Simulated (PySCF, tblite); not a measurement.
# C4H7F2Ge radical: geometry, infrared bands and EPR parameters

Aim: predict the infrared bands and EPR parameters of C4H7F2Ge radical (`[CH3][GeH][CH2]C=C(F)F`).

Computed with tblite 0.8.0 and PySCF 2.14.0, with density-fitted response routines of our own, on a single molecule in the gas phase. Atoms are numbered from 0 throughout.

**1. The molecule as given**

14 atoms, charge 0, multiplicity 2; geometry from: force field or distance geometry start.

Bonds of the start (Å): C0–Ge1 1.96, Ge1–C2 1.91, C2–C3 1.51, C3–C4 1.32, C4–F5 1.37, C4–F6 1.37, C0–H7 1.10, C0–H8 1.11, C0–H9 1.13, Ge1–H10 1.55, C2–H11 1.10, C2–H12 1.13, C3–H13 1.10.

**2. Relaxing the molecule with GFN2-xTB**

Job settings and geometry (Å):

```
{"job": {"kind": "relax", "xc": "GFN2-xTB", "basis": "xTB"}, "charge": 0, "multiplicity": 2}
C      2.010300    -1.388100     0.848800
Ge     0.167500    -1.492100     0.194500
C     -0.657000     0.196500     0.536300
C     -1.602100     0.650000    -0.544300
C     -1.310500     1.799500    -1.133300
F     -2.094800     2.309800    -2.136600
F     -0.206400     2.528800    -0.786300
H      2.764300    -1.644100     0.088600
H      2.164500    -0.351300     1.205600
H      2.053100    -2.082300     1.740100
H      0.280400    -1.752500    -1.331600
H      0.140400     0.947000     0.614300
H     -1.227100     0.221300     1.506300
H     -2.483200     0.056800    -0.824600
```

Run with:

```bash
$ OMP_NUM_THREADS=1 python probes_run.py task.json out
```

The driver reads the jobs from task.json and runs them one after another.

What it wrote:

```text
step      E/eV     max force
  0    -637.40421    2.620
  1    -637.65184    1.315
  2    -637.76857    0.725
  3    -637.80401    0.644
  4    -637.84141    0.613
  5    -637.86930    0.263
  6    -637.87918    0.252
  7    -637.89031    0.318
  8    -637.90188    0.397
  9    -637.91273    0.279
 10    -637.91907    0.187
 11    -637.92272    0.153
 12    -637.92639    0.233
 13    -637.93065    0.232
 14    -637.93393    0.133
 15    -637.93588    0.126
 16    -637.93753    0.132
 17    -637.93977    0.181
 18    -637.94262    0.191
 19    -637.94536    0.127
 20    -637.94753    0.118
 21    -637.94973    0.122
 22    -637.95296    0.166
 23    -637.95727    0.181
 24    -637.96118    0.156
 25    -637.96396    0.121
 26    -637.96623    0.117
 27    -637.96845    0.122
 28    -637.97100    0.112
 29    -637.97355    0.123
 30    -637.97600    0.144
 31    -637.97861    0.151
 32    -637.98158    0.148
 33    -637.98487    0.137
 34    -637.98819    0.181
 35    -637.99115    0.158
 36    -637.99345    0.136
 37    -637.99526    0.113
 38    -637.99677    0.128
 39    -637.99829    0.163
 40    -638.00015    0.150
 41    -638.00219    0.171
 42    -638.00384    0.127
 43    -638.00493    0.080
 44    -638.00580    0.111
 45    -638.00692    0.111
 46    -638.00852    0.159
 47    -638.01060    0.127
 48    -638.01255    0.112
 49    -638.01357    0.113
 50    -638.01494    0.101
 51    -638.01625    0.095
 52    -638.01749    0.095
 53    -638.01865    0.109
 54    -638.01998    0.123
 55    -638.02153    0.103
 56    -638.02315    0.115
 57    -638.02473    0.131
 58    -638.02634    0.102
 59    -638.02809    0.105
 60    -638.02968    0.091
 61    -638.03124    0.133
 62    -638.03262    0.128
 63    -638.03425    0.100
 64    -638.03574    0.103
 65    -638.03721    0.097
 66    -638.03861    0.102
 67    -638.04014    0.101
 68    -638.04140    0.097
 69    -638.04240    0.099
 70    -638.04304    0.065
 71    -638.04356    0.048
 72    -638.04386    0.039
 73    -638.04416    0.035
 74    -638.04438    0.028
 75    -638.04452    0.026
 76    -638.04472    0.029
 77    -638.04492    0.031
 78    -638.04512    0.034
 79    -638.04532    0.037
 80    -638.04555    0.042
 81    -638.04580    0.037
 82    -638.04602    0.032
 83    -638.04622    0.037
 84    -638.04644    0.038
 85    -638.04667    0.032
 86    -638.04691    0.039
 87    -638.04712    0.042
 88    -638.04734    0.036
 89    -638.04770    0.052
 90    -638.04825    0.072
 91    -638.04911    0.087
 92    -638.05012    0.079
 93    -638.05114    0.066
 94    -638.05157    0.081
 95    -638.05221    0.082
 96    -638.05272    0.060
 97    -638.05305    0.041
 98    -638.05327    0.044
 99    -638.05351    0.042
100    -638.05386    0.060
101    -638.05442    0.065
102    -638.05506    0.078
103    -638.05560    0.084
104    -638.05593    0.055
105    -638.05621    0.038
106    -638.05648    0.039
107    -638.05685    0.044
108    -638.05731    0.039
109    -638.05770    0.038
110    -638.05797    0.044
111    -638.05829    0.065
112    -638.05833    0.102
113    -638.05901    0.069
114    -638.05940    0.083
115    -638.06026    0.078
116    -638.06077    0.051
117    -638.06121    0.062
118    -638.06145    0.086
119    -638.06181    0.068
120    -638.06203    0.045
121    -638.06231    0.038
122    -638.06246    0.039
123    -638.06275    0.042
124    -638.06303    0.050
125    -638.06354    0.073
126    -638.06446    0.122
127    -638.06630    0.171
128    -638.06942    0.196
129    -638.07402    0.216
130    -638.07699    0.354
131    -638.07597    0.355
132    -638.08697    0.363
133    -638.09255    0.138
134    -638.09721    0.184
135    -638.09852    0.260
136    -638.10327    0.171
137    -638.10383    0.166
138    -638.10518    0.112
139    -638.10613    0.125
140    -638.10749    0.088
141    -638.10866    0.063
142    -638.10925    0.096
143    -638.10989    0.086
144    -638.11040    0.059
145    -638.11084    0.060
146    -638.11156    0.068
147    -638.11197    0.078
148    -638.11256    0.072
149    -638.11342    0.076
150    -638.11415    0.065
151    -638.11477    0.058
152    -638.11498    0.136
153    -638.11575    0.070
154    -638.11629    0.063
155    -638.11680    0.058
156    -638.11721    0.069
157    -638.11748    0.042
158    -638.11798    0.041
159    -638.11830    0.053
160    -638.11857    0.046
161    -638.11892    0.045
162    -638.11913    0.063
163    -638.11935    0.089
164    -638.11965    0.063
165    -638.12010    0.056
166    -638.12048    0.052
167    -638.12104    0.125
168    -638.12155    0.092
169    -638.12229    0.072
170    -638.12253    0.049
171    -638.12282    0.043
172    -638.12304    0.054
173    -638.12325    0.030
174    -638.12339    0.028
175    -638.12349    0.026
176    -638.12362    0.030
177    -638.12374    0.030
178    -638.12387    0.027
179    -638.12395    0.046
180    -638.12391    0.041
181    -638.12410    0.029
182    -638.12415    0.018
183    -638.12422    0.025
184    -638.12429    0.016
185    -638.12435    0.017
186    -638.12440    0.011
187    -638.12439    0.029
188    -638.12443    0.010
189    -638.12445    0.007
```

It took 0.92 s on 1 thread of Arm Neoverse V2, shared host.

The steps of the relaxation: (not every step is listed)

```csv
step,energy from step 0 (eV),largest force (eV/Å)
0,0.0000,2.6200
1,-0.2476,1.3147
2,-0.3644,0.7254
3,-0.3998,0.6443
4,-0.4372,0.6129
5,-0.4651,0.2627
6,-0.4750,0.2523
7,-0.4861,0.3178
8,-0.4977,0.3969
25,-0.5598,0.1214
42,-0.5996,0.1267
59,-0.6239,0.1052
76,-0.6405,0.0289
93,-0.6469,0.0657
110,-0.6538,0.0440
127,-0.6621,0.1712
144,-0.7062,0.0591
161,-0.7147,0.0455
178,-0.7197,0.0272
184,-0.7201,0.0164
185,-0.7201,0.0171
186,-0.7202,0.0114
187,-0.7202,0.0290
188,-0.7202,0.0102
189,-0.7202,0.0073
```

Distances of close pairs at the start and the end, largest changes first:

```csv
bond,before (Å),after (Å),change (Å)
Ge1–C2,1.910,2.083,+0.173
C0–Ge1,1.958,2.020,+0.061
C2–C3,1.506,1.457,-0.048
C0–H9,1.131,1.086,-0.045
C2–H12,1.125,1.085,-0.041
C4–F5,1.372,1.332,-0.039
C4–F6,1.368,1.335,-0.033
Ge1–H10,1.552,1.585,+0.033
```

The final coordinates are the input of the step that follows.

**3. Harmonic vibrations with GFN2-xTB**

Job settings and geometry (Å):

```
{"job": {"kind": "ir", "xc": "GFN2-xTB", "basis": "xTB"}, "charge": 0, "multiplicity": 2}
C      1.874766    -0.823404     0.205115
Ge     0.077258    -1.634519     0.640765
C     -1.247533    -0.052052     0.925539
C     -1.308036     0.563884    -0.393915
C     -0.503683     1.545946    -0.782971
F     -0.501100     2.104901    -1.992560
F      0.408686     2.138123    -0.009713
H      2.610970    -1.601911     0.029787
H      1.784890    -0.220948    -0.693947
H      2.217910    -0.196364     1.022772
H     -0.391315    -2.163769    -0.777717
H     -0.816439     0.598338     1.680566
H     -2.210279    -0.431664     1.250093
H     -1.996771     0.172967    -1.125981
```

What it wrote:

```text
mode    cm-1     km/mol
  1      31.0      1.38
  2      59.1      1.86
  3      92.0      0.15
  4     105.0      0.44
  5     151.9      0.57
  6     224.6      1.72
  7     262.5      2.19
  8     431.7     14.76
  9     444.3      8.74
 10     472.1      8.30
 11     515.7     25.53
 12     521.2      3.99
 13     534.6     27.72
 14     582.8     53.95
 15     699.4     19.83
 16     747.7     33.78
 17     777.7    126.93
 18     825.0     23.46
 19     869.2    126.01
 20    1041.0     11.42
 21    1073.4     19.63
 22    1158.1     33.32
 23    1170.4    187.33
 24    1260.3     29.84
 25    1263.1     38.54
 26    1430.6      5.72
 27    1438.7      1.12
 28    1452.3      2.97
 29    1529.9    768.57
 30    1703.3    229.15
 31    3013.4     11.62
 32    3015.2     10.01
 33    3025.1     17.81
 34    3027.2     22.61
 35    3029.2     17.69
 36    3102.5      5.39
```

Wall time 0.34 s (1 thread of Arm Neoverse V2, shared host).

The strongest bands and the atoms that carry them (share of the mass-weighted mode):

```csv
cm⁻¹,km/mol,atoms
583,54.0,H10 62 %
748,33.8,"H12 24 %, C2 19 %, H11 18 %"
778,126.9,"H9 35 %, H10 19 %, C0 15 %, H7 15 %"
869,126.0,"F6 30 %, C3 25 %, F5 14 %, H12 13 %"
1170,187.3,"C4 53 %, F5 15 %"
1263,38.5,"H9 20 %, H7 18 %, H13 18 %, H8 16 %"
1530,768.6,H10 98 %
1703,229.2,"C4 54 %, C3 41 %"
```

**4. EPR parameters: B3LYP/def2-TZVP-core+pcH-1**

The job, as its differences from that of step 3:

```diff
@@ -1,2 +1,2 @@
-{"job": {"kind": "ir", "xc": "GFN2-xTB", "basis": "xTB"}, "charge": 0, "multiplicity": 2}
+{"job": {"kind": "epr", "basis": "pcH-1"}, "charge": 0, "multiplicity": 2}
 C      1.874766    -0.823404     0.205115
```

Method: UKS B3LYP, def2-TZVP-core on Ge, pcH-1 on C F H, non-relativistic, mean-field spin-orbit, GIAO.

What it wrote:

```text
UKS, coarse grid
  cycle   1  E = -2433.16902018  |g| = 1.42e+00
  cycle   2  E = -2432.96135737  |g| = 1.20e+00
  cycle   3  E = -2433.27782048  |g| = 4.30e-01
  cycle   4  E = -2433.34066365  |g| = 1.30e-01
  cycle   5  E = -2433.34737838  |g| = 2.49e-02
  cycle   6  E = -2433.34760577  |g| = 1.13e-02
  cycle   7  E = -2433.34765124  |g| = 2.01e-03
  cycle   8  E = -2433.34765627  |g| = 1.14e-03
  cycle   9  E = -2433.34765783  |g| = 6.43e-04
UKS, final grid
  cycle   1  E = -2433.34767135  |g| = 6.14e-04
  cycle   2  E = -2433.34767141  |g| = 8.36e-04
  cycle   3  E = -2433.34767176  |g| = 1.63e-04
  cycle   4  E = -2433.34767183  |g| = 1.32e-04
  cycle   5  E = -2433.34767187  |g| = 3.31e-05
  cycle   6  E = -2433.34767187  |g| = 2.54e-05
E = -2433.34767187 Eh   <S^2> = 0.7552 (exact 0.7500)
g shifts (ppm)      1          2          3
  rmc          -172       -172       -172
  gc              7          1          3
  oz_so         191       6563      13659
  total          27       6393      13491
hyperfine (MHz)  atom isotope    a_iso     a_fc   dipolar eigenvalues
    0   13C      37.48      37.30     -6.48     -6.13     12.61
    1  73Ge    -183.53    -186.26    -59.01     28.77     30.23
    2   13C      42.42      42.26     -9.64     -9.04     18.68
    3   13C       9.45       9.47     -9.44      2.40      7.04
    4   13C      17.39      17.37    -15.11    -14.58     29.69
    5   19F      27.67      27.58    -45.44    -38.57     84.01
    6   19F      23.45      23.37    -41.29    -32.60     73.89
    7    1H      -2.64      -2.66     -4.68     -1.88      6.56
    8    1H      41.86      41.86     -4.38      0.78      3.60
    9    1H      -4.74      -4.77     -4.06     -1.60      5.66
   10    1H      91.06      90.94     -5.89     -0.00      5.89
   11    1H      -7.14      -7.17     -4.60     -1.47      6.07
   12    1H      -9.53      -9.54     -5.59     -1.83      7.41
   13    1H       2.86       2.87     -2.73      0.21      2.53
```

Run time: 3.3 min. Hardware: 1 thread of Arm Neoverse V2, shared host; peak memory 1.3 GiB.

Principal g values 2.00235, 2.00871, 2.01581; g(iso) = 2.00896, against 2.00232 for a free electron.

Hyperfine couplings; where a row names several nuclei, a(iso) is their mean (it holds for fast rotation or exchange) and the dipolar term the largest among them:

```csv
nuclei,isotope,a(iso) (MHz),"a(iso) (G, at g = 2.0023)",largest dipolar term (MHz)
Ge1,73Ge,-183.5,-65.5,-59.0
H10,1H,91.1,32.5,5.9
C2,13C,42.4,15.1,18.7
C0,13C,37.5,13.4,12.6
F5,19F,27.7,9.9,84.0
F6,19F,23.5,8.4,73.9
C4,13C,17.4,6.2,29.7
"H7, H8, H9",1H,11.5,4.1,6.6
C3,13C,9.4,3.4,-9.4
"H11, H12",1H,-8.3,-3.0,7.4
H13,1H,2.9,1.0,-2.7
```

Mulliken spin populations:

C0 0.05; Ge1 0.72; C2 0.09; C3 -0.06; C4 0.14; F5 0.01; F6 0.01; H7 0.00; H8 0.02; H9 0.00; H10 0.04; H11 0.00; H12 0.00; H13 0.00

In first order the couplings over 0.8 MHz of 1H, 19F give 192 distinct lines over 70.0 G, if the averaged nuclei exchange fast; the same motion can average rows kept apart here too.

The fields below are evaluated on a grid from the run's orbitals.

ELF in a plane through or near 6 of the atoms.

Ten even steps from '0' (0.00) to '9' (1.00):
```
0000000000000000000000000000
0000000000000000000000000000
0000000000000000000000000000
0000000000000000123200000000
0000000000000000257630000000
0000000013310000257640000000
0000000159980013456310000000
0000122269992026224300000000
0002799758982038878631000000
0005999922761027636643100000
0004899878862126323642000000
0000366467211246875421000000
0000000142647165431000000000
0000000363465255554100000000
0000002788533421578400000000
0000003799987410257300000000
0000000589987300000000000000
0000000146764100000000000000
0000000000000000000000000000
0000000000000000000000000000
```
The map spans 11.3 Å across and 9.6 Å up, centred on the molecule. Atoms in the plane (x, y in Å): C0 (-2.0, 0.3), Ge1 (-1.0, -1.4), C3 (1.5, -0.1), C4 (1.3, 1.2), H7 (-3.0, 0.2), H8 (-1.5, 1.1).

On the surface of density 0.002 e/bohr³ the electrostatic potential runs, from the 1st to the 99th percentile, from -0.49 V near F5 to 1.08 V near H13.

The spin density lies nearest to Ge1 57 %; C4 10 %; H10 8 %; C2 7 %.

**5. Summary of results**

```
                                                                  quantity                    value
                                 strongest single infrared mode (GFN2-xTB)    1530 cm⁻¹, 769 km/mol
                                              zero-point energy (GFN2-xTB)            58.7 kcal/mol
                                                            g(iso) (B3LYP)                  2.00896
                                                                      ⟨S²⟩       0.755 (exact 0.75)
                                        largest a(iso) (averaged by class)  73Ge on Ge1, -183.5 MHz
potential on the surface of density 0.002 e/bohr³, 1st and 99th percentile       -0.49 V and 1.08 V
```

The optimisation took 189 steps and gained 0.720 eV; among the close pairs (by a distance rule), Ge1–C2 changed most, from 1.910 to 2.083 Å. All 36 modes are real, so the xTB geometry is a minimum. The strongest single mode, at 1530 cm⁻¹, moves mainly H10. GFN2-xTB is a fitted tight-binding method: band positions and strengths are rough. Its intensities can rank the bands wrongly. Ge1 carries the largest spin population, 0.72 e. The isotropic g lies 6.6 ppt above the free-electron value. The hyperfine terms hold no scalar relativity, which the heavier nuclei need. These values are for one conformer; the search (at its own cheap level) found 2 more, at 1.48, 2.12 kcal/mol, and measured spectra average over such forms.
